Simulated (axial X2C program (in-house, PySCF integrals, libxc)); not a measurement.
# AuCo⁺: from the state search to constants, part 2 of 2

Computed with an in-house X2C program for linear molecules on PySCF integrals; all-electron X2C, Au dyall-v3z, Co dyall-v3z. Earlier steps stand in the parts before.

## Step 10: PBE0, 2c

State followed: Ω = 7/2 (excess of +ω over −ω: ω = -1/2, ω = 3/2, ω = 5/2). The scan is laid around 2.335 Å, a first estimate of the minimum, and this SCF restarts from the orbitals of the search.

Output at 2.335 Å:

```text
two-component X2C + atomic mean field  PBE0
basis functions 268  fitting functions 1461  grid points 5800
iter        total energy     max residual
   1     -20408.851835385     3.62e+01
   2     -20409.485598352     1.78e-01
   3     -20409.486229538     1.35e-01
   4     -20409.486311782     3.39e-02
   5     -20409.486359530     4.83e-02
   6     -20409.486425033     2.04e-02
   7     -20409.486433104     2.69e-03
   8     -20409.486435728     4.83e-03
   9     -20409.486436128     7.90e-04
  10     -20409.486436165     3.86e-04
  11     -20409.486436174     2.03e-04
  12     -20409.486436176     3.25e-06
converged
one-electron -28916.61697832  Coulomb 8470.93501507  exact exchange -105.57764998  xc functional -323.55357070  nuclear repulsion 483.39828304  atomic mean-field constant -18.07153529
```

Along the bond, energies from the lowest point:

```tsv
R (Å)	E (eV)	μ (D)	HOMO (eV)	LUMO (eV)	iterations
2.031	0.7604	4.78	-13.46	-9.55	63
2.125	0.2981	5.09	-13.29	-9.66	57
2.195	0.1106	5.31	-13.17	-9.74	57
2.265	0.0202	5.51	-13.06	-9.81	54
2.335	0.0000	5.68	-12.95	-9.87	12
2.417	0.0393	5.86	-12.85	-9.93	56
2.498	0.1237	6.02	-12.75	-9.98	46
2.603	0.2721	6.17	-12.64	-10.01	47
2.732	0.4824	6.31	-12.52	-10.02	39
2.919	0.7959	6.46	-12.36	-9.98	35
3.176	1.1792	6.68	-12.13	-9.89	28
3.502	1.5488	7.22	-11.81	-9.82	19
```

Dipoles are positive if Co is the positive end and refer to the centre of mass.

Outer spinors at the reference distance:

```
   ω  occupied  ε (eV)              atomic character     λ mixture
-1/2       yes  -19.26             96% Co d, 3% Au d        100% π
 3/2       yes  -19.18             97% Co d, 2% Au d        100% π
-3/2       yes  -18.61                     100% Co d        100% δ
 5/2       yes  -18.47                     100% Co d        100% δ
 1/2       yes  -18.43            84% Co d, 13% Au d   99% σ, 1% π
-1/2       yes  -17.19   57% Co d, 36% Au d, 2% Au s   96% σ, 4% π
 1/2       yes  -15.85   81% Au d, 12% Co d, 3% Co s  51% π, 49% σ
 3/2       yes  -15.83            88% Co d, 12% Au d   98% δ, 2% π
-3/2       yes  -15.53                      98% Au d  68% δ, 32% π
-1/2       yes  -15.45            73% Au d, 25% Co d  67% π, 33% σ
 3/2       yes  -15.44            86% Au d, 13% Co d  72% δ, 28% π
 1/2       yes  -14.62   68% Au d, 13% Co s, 8% Co d  55% σ, 45% π
-1/2       yes  -14.29  62% Au d, 20% Co d, 10% Co s  73% σ, 27% π
-3/2       yes  -14.19             92% Au d, 6% Co d  69% π, 31% δ
 3/2       yes  -14.15             96% Au d, 2% Co d  69% π, 31% δ
 5/2       yes  -13.85                     100% Au d        100% δ
-5/2       yes  -13.83                      99% Au d        100% δ
 1/2       yes  -13.08  32% Co s, 32% Au s, 26% Au d   96% σ, 4% π
-1/2       yes  -12.95  42% Au s, 28% Co s, 19% Au d   98% σ, 2% π
-5/2        no   -9.87                      99% Co d        100% δ
 1/2        no   -9.67             90% Co d, 6% Au d   99% π, 1% σ
-3/2        no   -9.39             90% Co d, 7% Au d        100% π
 1/2        no   -9.07  37% Co p, 25% Au s, 22% Co s   99% σ, 1% π
```

PBE0 fields in the half plane through the axis: z from -2.4 to 4.5 Å across, distance from the axis 0.15 to 2.25 Å upwards; Au lies at z = 0 and Co at z = 2.335 Å; the ELF is damped to zero where the density is low.

log10 density (e/bohr³). Ten even steps from ' ' (-5.14 ) to '@' (1.88 ):
```
    ....::::::::::::::::::::::::::::::......    
  ....::::::------------------------::::::....  
  ..::::------==========----------------::::....
....::----======++==================------::::..
..::::--====++++++++++++======++++======--::::..
..::----==++**********++++++++****++++==----::::
..::--==++++**######****++++**####**++++==--::::
..::--==++**##%%@@%%##**++**##%%@@##**++==----::
```

ELF. Ten even steps from '0' (0.00 ) to '9' (0.83 ):
```
000000000111111110000000
000000011122233222100000
000000122223343332100000
000001233334443222100000
000012344444531221100000
000012467644521352100000
000014675764423896311100
000025844474339559732110
```

Re = 2.324 Å, ωe = 253.9 cm⁻¹, ωexe = 0.932 cm⁻¹, Be = 0.06881 cm⁻¹, De = 2.34 eV, μ = 5.66 D.

## Step 11: HF, 2c

Output at 2.335 Å:

```text
two-component X2C + atomic mean field  HF
basis functions 268  fitting functions 1461  grid points 5800
iter        total energy     max residual
   1     -20402.665815428     1.11e+00
   2     -20402.736240419     1.98e-02
   3     -20402.740791801     1.61e-01
   4     -20402.744556600     2.44e-02
   5     -20402.744805662     2.56e-03
   6     -20402.744901255     7.56e-03
   7     -20402.744926903     2.73e-03
   8     -20402.744956293     3.49e-03
   9     -20402.744973358     4.25e-03
  10     -20402.744983914     2.18e-03
  11     -20402.744987386     1.52e-04
  12     -20402.744988638     7.21e-04
  13     -20402.744989406     5.53e-04
  14     -20402.744989960     9.30e-05
  15     -20402.744990343     2.60e-04
  16     -20402.744990604     3.01e-04
  17     -20402.744990738     1.33e-04
  18     -20402.744990798     2.62e-05
  19     -20402.744990826     7.59e-05
  20     -20402.744990841     5.26e-05
  21     -20402.744990847     9.89e-06
  22     -20402.744990848     8.26e-06
  23     -20402.744990848     6.16e-06
  24     -20402.744990848     1.44e-06
converged
one-electron -28921.04218670  Coulomb 8475.64840452  exact exchange -422.67795643  xc functional 0.00000000  nuclear repulsion 483.39828304  atomic mean-field constant -18.07153529
```

Re = 2.554 Å, ωe = 161.1 cm⁻¹, ωexe = 1.06 cm⁻¹, Be = 0.05695 cm⁻¹, De = 2.23 eV, μ = 5.50 D.

## Step 12: LDA, 2c

The SCF at the reference distance of 2.335 Å:

```text
two-component X2C + atomic mean field  LDA
basis functions 268  fitting functions 1461  grid points 5800
iter        total energy     max residual
   1     -20395.707289563     1.92e+00
   2     -20395.715692628     5.96e-02
   3     -20395.737066024     5.81e-01
   4     -20395.743850320     3.82e-01
   5     -20395.745616376     2.24e-01
   6     -20395.746352672     3.66e-02
   7     -20395.746424286     6.82e-02
   8     -20395.746567429     9.08e-03
   9     -20395.746596543     6.13e-03
  10     -20395.746603740     3.38e-03
  11     -20395.746605714     3.92e-04
  12     -20395.746606052     8.35e-05
  13     -20395.746606125     1.58e-04
  14     -20395.746606150     1.03e-04
  15     -20395.746606154     7.38e-06
converged
one-electron -28911.75268072  Coulomb 8465.82186967  exact exchange 0.00000000  xc functional -415.14254285  nuclear repulsion 483.39828304  atomic mean-field constant -18.07153529
```

Re = 2.230 Å, ωe = 300 cm⁻¹, ωexe = 0.924 cm⁻¹, Be = 0.07475 cm⁻¹, De = 3.39 eV, μ = 4.96 D.

## Step 13: BP86, 2c

The SCF at the reference distance of 2.335 Å:

```text
two-component X2C + atomic mean field  BP86
basis functions 268  fitting functions 1461  grid points 5800
iter        total energy     max residual
   1     -20412.475124347     4.30e-01
   2     -20412.484486908     2.79e-01
   3     -20412.492444914     4.68e-02
   4     -20412.494090845     9.81e-03
   5     -20412.494857397     3.03e-02
   6     -20412.495209208     1.73e-02
   7     -20412.495361255     2.43e-03
   8     -20412.495445550     1.01e-02
   9     -20412.495469785     3.54e-03
  10     -20412.495476803     1.20e-03
  11     -20412.495478791     1.34e-03
  12     -20412.495479796     3.06e-04
  13     -20412.495480096     5.01e-05
  14     -20412.495480127     2.50e-05
  15     -20412.495480131     1.48e-05
converged
one-electron -28913.38058415  Coulomb 8467.61069983  exact exchange 0.00000000  xc functional -432.05234356  nuclear repulsion 483.39828304  atomic mean-field constant -18.07153529
```

Re = 2.289 Å, ωe = 272.8 cm⁻¹, ωexe = 0.885 cm⁻¹, Be = 0.07092 cm⁻¹, De = 2.75 eV, μ = 5.20 D.

## Step 14: Correlated methods, 2c

Correlated methods: 19 electrons correlated (frozen shells, counted by type: Au 5 s, 4 p, 2 d, 1 f; Co 3 s, 2 p), 337 virtual spinors in MP2.

MP2: No constants are quoted: the reference is strongly spin-contaminated.

## Step 15: A higher determinant, 2c

State: Ω = 9/2 (excess of +ω over −ω: ω = 1/2, ω = 3/2, ω = 5/2).

Output at the reference distance:

```text
two-component X2C + atomic mean field  PBE0
basis functions 268  fitting functions 1461  grid points 5800
iter        total energy     max residual
   1     -20408.856292274     3.60e+01
   2     -20409.484756065     1.76e-01
   3     -20409.485418606     1.38e-01
   4     -20409.485431977     3.39e-02
   5     -20409.485554584     5.38e-02
   6     -20409.485606492     2.52e-02
   7     -20409.485620195     5.15e-03
   8     -20409.485622493     6.50e-03
   9     -20409.485623162     3.70e-04
  10     -20409.485623196     5.50e-04
  11     -20409.485623215     1.24e-04
  12     -20409.485623218     5.62e-05
  13     -20409.485623219     4.70e-06
converged
one-electron -28917.37621551  Coulomb 8471.69648154  exact exchange -105.57647817  xc functional -323.55615883  nuclear repulsion 483.39828304  atomic mean-field constant -18.07153529
```

```tsv
R (Å)	E above the lowest PBE0 point (eV)
2.031	0.732
2.125	0.289
2.195	0.113
2.265	0.033
2.335	0.022
2.417	0.071
2.498	0.164
2.603	0.322
2.732	0.544
```

Re = 2.312 Å, ωe = 259.0 cm⁻¹, ωexe = 0.944 cm⁻¹, Be = 0.06951 cm⁻¹, μ = 5.71 D. Te = 0.02 eV.

State: Ω = 3/2 (excess of +ω over −ω: ω = 1/2, ω = -3/2, ω = 5/2).

Output at the reference distance:

```text
two-component X2C + atomic mean field  PBE0
basis functions 268  fitting functions 1461  grid points 5800
iter        total energy     max residual
   1     -20408.853846592     3.65e+01
   2     -20409.479148283     1.80e-01
   3     -20409.479771696     1.37e-01
   4     -20409.479926609     2.92e-02
   5     -20409.479932031     1.97e-02
   6     -20409.479956290     1.05e-02
   7     -20409.479958480     2.01e-03
   8     -20409.479960965     2.58e-03
   9     -20409.479961068     6.15e-04
  10     -20409.479961096     3.18e-04
  11     -20409.479961100     1.70e-04
  12     -20409.479961101     3.95e-05
  13     -20409.479961101     2.39e-05
  14     -20409.479961101     1.72e-06
converged
one-electron -28917.53467240  Coulomb 8471.89458441  exact exchange -105.58648795  xc functional -323.58013291  nuclear repulsion 483.39828304  atomic mean-field constant -18.07153529
```

```tsv
R (Å)	E above the lowest PBE0 point (eV)
2.031	1.155
2.125	0.605
2.195	0.365
2.265	0.232
2.335	0.176
2.417	0.182
2.498	0.241
2.603	0.366
2.732	0.558
```

Re = 2.367 Å, ωe = 243.9 cm⁻¹, ωexe = 0.846 cm⁻¹, Be = 0.06633 cm⁻¹, μ = 5.82 D. Te = 0.17 eV.

## Step 16: The 2c curves together

Energy (eV) of the followed determinant, 2c, from each level's lowest point:

```tsv
R (Å)	PBE0	HF	MP2 (spin-contaminated)	LDA	BP86
2.031	0.760	1.637	0.801	0.404	0.633
2.125	0.298	0.915	0.312	0.090	0.216
2.195	0.111	0.556	0.112	0.001	0.060
2.265	0.020	0.312	0.016	0.000	0.000
2.335	0.000	0.154	0.000	0.062	0.008
2.417	0.039	0.049	0.056	0.187	0.079
2.498	0.124	0.003	0.170	0.350	0.193
2.603	0.272	0.000	0.364	0.589	0.379
2.732	0.482	0.046	0.623	0.896	0.632
2.919	0.796	0.157	0.974	1.329	1.004
3.176	1.179	0.337	1.367	1.839	1.461
3.502	1.549	0.564	1.736	2.325	1.901
```

Time for the job: 24 min (1 thread of Arm Neoverse N1, shared host); peak memory 0.7 GiB.

## Step 17: Constants

The summary covers parts 1 to 2.

Lowest determinant that the search found at its distance, spin-free: M_S = 3/2, Λ = 3 (beyond closed shells: σα, π+α, π+β, π-α, δ+α, δ+β, δ-α).

Lowest determinant that the search found at its distance, 2c: Ω = 7/2 (excess of +ω over −ω: ω = -1/2, ω = 3/2, ω = 5/2).

```tsv
Hamiltonian	level	Re (Å)	ωe (cm⁻¹)	De (eV)	μ (D)
spin-free	PBE0	2.324	252.5	2.23	5.75
spin-free	HF	2.565	161.2	1.65	5.40
spin-free	LDA	2.225	298.3	3.31	5.13
spin-free	BP86	2.287	267.6	2.53	5.32
2c	PBE0	2.324	253.9	2.34	5.66
2c	HF	2.554	161.1	2.23	5.50
2c	LDA	2.230	300	3.39	4.96
2c	BP86	2.289	272.8	2.75	5.20
```

Dipoles are positive if Co is the positive end and refer to the centre of mass. No constants: spin-free MP2 (the reference is strongly spin-contaminated); 2c MP2 (the reference is strongly spin-contaminated).

Time per point (s) on 1 thread of Arm Neoverse N1, shared host (2c runs); the times are rough: PBE0 13, HF 12, LDA 3.6, BP86 4.5.

**Reading.** At PBE0, going from spin-free to two-component changes Re by 0 mÅ, ωe by +0.6 %, which is small (part of it comes from the scalar share of the two-electron terms). It costs about 1.7 times the time. De moves by +0.11 eV; both De rest on single-determinant atoms, which can miss part of an open shell's spin–orbit lowering.

De refers to Au + Co+; at HF, two-component, to Au+ + Co, each in the lowest determinant found, which need not be this curve's own limit. Each curve is one determinant whose occupation by symmetry is held fixed; it was picked as the lowest of a PBE0 search that is not exhaustive. Dissociation energies refer to the lowest single-determinant-based atoms at the same level and basis. Density functionals use the spin component along the axis (collinear). With several unpaired electrons one determinant need not be a pure state. At some level an empty orbital lies below a filled one. The spin-free determinant is spin-contaminated at some levels.
